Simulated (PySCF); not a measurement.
# C4H8OSi: the cost of one run

Programs: PySCF 2.14.0, with density-fitted response routines of our own. Each step states its level of theory. These are calculated values for one molecule in the gas phase, unless marked as measured. Atoms are numbered from 0 throughout.

### Step 1. Starting geometry

14 atoms, charge 0, multiplicity 1; geometry from: GFN2-xTB. The atoms were then displaced at random by about 0.01 Å, so the start is not that level's minimum.

Bonds of the start (Å): C0–C1 1.31, C1–C2 1.47, C2–C3 1.50, C3–O4 1.41, O4–Si5 1.62, C3–C1 1.43, C0–H6 1.10, C0–H7 1.06, C2–H8 1.10, C2–H9 1.06, C3–H10 1.11, Si5–H11 1.47, Si5–H12 1.46, Si5–H13 1.45.

### Step 2. Relaxing the molecule at PBE0-D3(BJ)/def2-SVP

What the job is given:

```
{"job": {"xc": "PBE0", "basis": "def2-SVP", "d3": "d3bj", "grid": 1, "shake": 0.01, "kind": "geom"}, "charge": 0, "multiplicity": 1}
C      2.459710     0.906040    -0.522020
C      1.421590     0.235170    -0.073250
C      0.791120    -1.074560     0.160450
C      0.102610     0.216920     0.478960
O     -0.993060     0.610530    -0.317760
Si    -2.472800    -0.015870    -0.492830
H      2.433540     2.007140    -0.540360
H      3.343920     0.456750    -0.908010
H      1.154650    -1.677310     1.010640
H      0.483000    -1.637950    -0.684050
H     -0.080540     0.462210     1.540930
H     -3.203800    -0.018260     0.781770
H     -2.437590    -1.396420    -0.976420
H     -3.009510     0.910520    -1.470780
```

Launch:

```bash
$ OMP_NUM_THREADS=1 python probes_run.py task.json out
```

This one command runs all jobs of the session in turn.

**Question.** How long does this first job take on 1 thread of Arm Neoverse N1, shared host, and how much memory does it need?

About 2 min, with a peak of 0.49 GiB.
